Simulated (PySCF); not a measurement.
# C5H4FN: the cost of one run

Programs: PySCF 2.14.0, with routines of our own; each step states its level. All values are computed. Atoms count from 0.

### 1 The system as given

11 atoms, charge 0, multiplicity 1; geometry from: GFN2-xTB.

### 2 Relaxing the molecule at PBE0-D3(BJ)/def2-SVP

Job settings and geometry (Å):

```
{"job": {"xc": "PBE0", "basis": "def2-SVP", "d3": "d3bj", "grid": 1, "kind": "geom"}, "charge": 0, "multiplicity": 1}
C     -1.641472     0.253785    -1.311389
C     -0.910544    -0.367090    -0.387408
C      0.240131     0.234412     0.231030
C      0.993452    -0.371466     1.165819
F      0.711039    -1.618644     1.597069
C      2.122051     0.231455     1.764597
N      3.035167     0.736865     2.239125
H     -1.402384     1.250345    -1.644356
H     -2.499056    -0.213317    -1.762329
H     -1.164138    -1.367523    -0.063827
H      0.521177     1.233849    -0.069363
```

On the command line:

```console
OMP_NUM_THREADS=1 python excited_run.py task.json out
```

This one command runs all jobs of the session in turn.

**Question.** How long does this first job take on 1 thread of Arm Neoverse N1, shared host, and how much memory does it need?

About 50 s, with a peak of 0.53 GiB.
